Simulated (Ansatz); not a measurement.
# C2H8AlF: the cost of one run

Method: RKS B3LYP-D4/6-31G*, in Ansatz 0.2.0.

## (1) The system as given

Bond lengths: Al1–F2 2.040 Å, Al1–C3 1.970 Å, C3–H4 1.110 Å, C3–H5 1.110 Å, C3–H6 1.110 Å, Al1–C7 1.970 Å, C7–H8 1.110 Å, C7–H9 1.110 Å, C7–H10 1.110 Å. Angles (14 of 15 angles, heavy atoms first): F2–Al1–C3 120.0°, F2–Al1–C7 120.0°, C3–Al1–C7 120.0°, Al1–C3–H4 109.5°, Al1–C3–H5 109.5°, Al1–C3–H6 109.5°, Al1–C7–H8 109.5°, Al1–C7–H9 109.5°, Al1–C7–H10 109.5°, H4–C3–H5 109.4°, H4–C3–H6 109.4°, H5–C3–H6 109.4°, H8–C7–H9 109.4°, H8–C7–H10 109.4°.

Structure file:

```xyz
12

Al    0.0000    0.0000    0.0000
F     0.0000    0.0000    2.0400
C     1.7060    0.0000   -0.9850
H     2.0356   -1.0462   -1.1552
H     1.5695    0.5080   -1.9624
H     2.4756    0.5381   -0.3932
C    -1.7060    0.0000   -0.9850
H    -2.2662   -0.9305   -0.7558
H    -2.3102    0.8797   -0.6796
H    -1.5043    0.0508   -2.0753
H     0.0834    1.7631    0.5865
H     0.0624    1.3199    1.5347
```

## (2) A restrained relaxation towards end A

Springs on the bonds that form and break draw the guess towards this end; the thresholds are loose.

Contents of input.yaml:

```yaml
crystal:
  periodic: [false, false, false]
  atoms:
    - { symbol: Al, position_ang: [0.0, 0.0, 0.0] }
    - { symbol: F, position_ang: [0.0, 0.0, 2.04] }
    - { symbol: C, position_ang: [1.706, 0.0, -0.985] }
    - { symbol: H, position_ang: [2.0356, -1.0462, -1.1552] }
    - { symbol: H, position_ang: [1.5695, 0.508, -1.9624] }
    - { symbol: H, position_ang: [2.4756, 0.5381, -0.3932] }
    - { symbol: C, position_ang: [-1.706, 0.0, -0.985] }
    - { symbol: H, position_ang: [-2.2662, -0.9305, -0.7558] }
    - { symbol: H, position_ang: [-2.3102, 0.8797, -0.6796] }
    - { symbol: H, position_ang: [-1.5043, 0.0508, -2.0753] }
    - { symbol: H, position_ang: [0.0834, 1.7631, 0.5865] }
    - { symbol: H, position_ang: [0.0624, 1.3199, 1.5347] }
basis:
  gaussian: { orbitals: "6-31G*" }
hamiltonian:
  xc: b3lyp
  dispersion: d4
relax:
  f_tol: 0.15
  max_steps: 25
  restrain:
    - { distance: [0, 10], at: 2.76, k: 30.0 }
    - { distance: [11, 1], at: 2.12, k: 30.0 }
    - { distance: [0, 1], at: 1.69, k: 30.0 }
    - { distance: [11, 10], at: 0.66, k: 30.0 }
output:
  orbitals: {}
```

Started as:

```
> ansatz run input.yaml --threads 1 --pin off --max-ram 2048MiB --backend cpu --events-out ev --progress --plain --runs-dir out
```

**Question.** How long does this run take on 1 thread of Arm Neoverse V2, shared host, and how much memory does it need?

About 28 s, with a peak of 0.16 GiB.
